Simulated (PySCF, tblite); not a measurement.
**C₆H₁₂Ge: geometry, infrared bands and NMR shifts**

Aim: predict the infrared bands and NMR shifts of C₆H₁₂Ge (`CC(C)CC#[C][GeH3]`).

The runs use tblite 0.8.0 and PySCF 2.14.0, with density-fitted response routines of our own; the level of theory stands in each step. All values are computed, except where a source is named. Atoms are numbered from 0 throughout.

### Step 1. Starting geometry

19 atoms, charge 0, multiplicity 1; geometry from: force field or distance geometry start.

Bonds of the start (Å): C0–C1 1.52, C1–C2 1.51, C1–C3 1.50, C3–C4 1.48, C4–C5 1.20, C5–Ge6 1.91, C0–H7 1.11, C0–H8 1.10, C0–H9 1.12, C1–H10 1.12, C2–H11 1.12, C2–H12 1.09, C2–H13 1.12, C3–H14 1.12, C3–H15 1.10, Ge6–H16 1.56, Ge6–H17 1.57, Ge6–H18 1.54.

### Step 2. Geometry optimisation with GFN2-xTB

The job: settings as JSON, then the geometry in Å.

```
{"job": {"kind": "relax", "xc": "GFN2-xTB", "basis": "xTB"}, "charge": 0, "multiplicity": 1}
C     -1.689600    -0.058800     0.730100
C     -1.552000     0.190700    -0.767200
C     -1.225500    -1.092800    -1.484900
C     -0.535100     1.273200    -0.940200
C      0.723800     0.801600    -0.330300
C      1.768100     0.433700     0.139300
Ge     3.434000    -0.142100     0.864700
H     -1.364100     0.872300     1.235900
H     -0.989000    -0.863800     1.016100
H     -2.764000    -0.321500     0.896300
H     -2.526400     0.604000    -1.137500
H     -2.043600    -1.837900    -1.288600
H     -0.291700    -1.565400    -1.192100
H     -1.258300    -0.902600    -2.586700
H     -0.905000     2.198400    -0.426500
H     -0.443800     1.430600    -2.026100
H      3.101400    -1.359400     1.783600
H      4.392800    -0.626200    -0.275200
H      4.158200     0.975300     1.643600
```

The run is started by

```bash
$ OMP_NUM_THREADS=1 python probes_run.py task.json out
```

This one command runs all jobs of the session in turn.

**Question.** This job is followed by: GFN2-xTB harmonic vibrations, gas phase; GIAO PBE0/pcSseg-1 NMR shielding, non-relativistic, gas phase. Predict these results of the whole session: strongest single infrared mode (GFN2-xTB); zero-point energy (GFN2-xTB); 13C shifts against TMS (PBE0/pcSseg-1, means over atoms taken as alike); 1H shifts against TMS (PBE0/pcSseg-1, means over atoms taken as alike); 73Ge shifts against GeMe4 (PBE0/pcSseg-1).

As calculated:

| quantity | value |
| --- | --- |
| strongest single infrared mode (GFN2-xTB) | 782 cm⁻¹, 478 km/mol |
| zero-point energy (GFN2-xTB) | 95.7 kcal/mol |
| 13C shifts against TMS (PBE0/pcSseg-1, means over atoms taken as alike) | 116.9, 81.2, 30.6, 30.5, 22.6 ppm |
| 1H shifts against TMS (PBE0/pcSseg-1, means over atoms taken as alike) | 3.92, 2.41, 1.69, 1.13 ppm |
| 73Ge shifts against GeMe4 (PBE0/pcSseg-1) | -285 ppm |

**Reading.** The optimisation took 108 steps and gained 0.510 eV; among the close pairs (by a distance rule), Ge6–H17 changed most, from 1.566 to 1.492 Å. The lowest mode is slightly imaginary (11i cm⁻¹), a soft motion within the noise of the Hessian, so the minimum is not strictly shown. The strongest single mode, at 782 cm⁻¹, has its largest shares on H16, H17 and H18 (the list is cut at 3 atoms). GFN2-xTB is a fitted tight-binding method: band positions and strengths are rough. Its intensities can rank the bands wrongly. At PBE0/pcSseg-1: Shielding is most anisotropic at C4 (span 302 ppm, paramagnetic term -201 ppm). Spin-orbit coupling is left out, which matters for shieldings and couplings at and beside the heavy atoms.
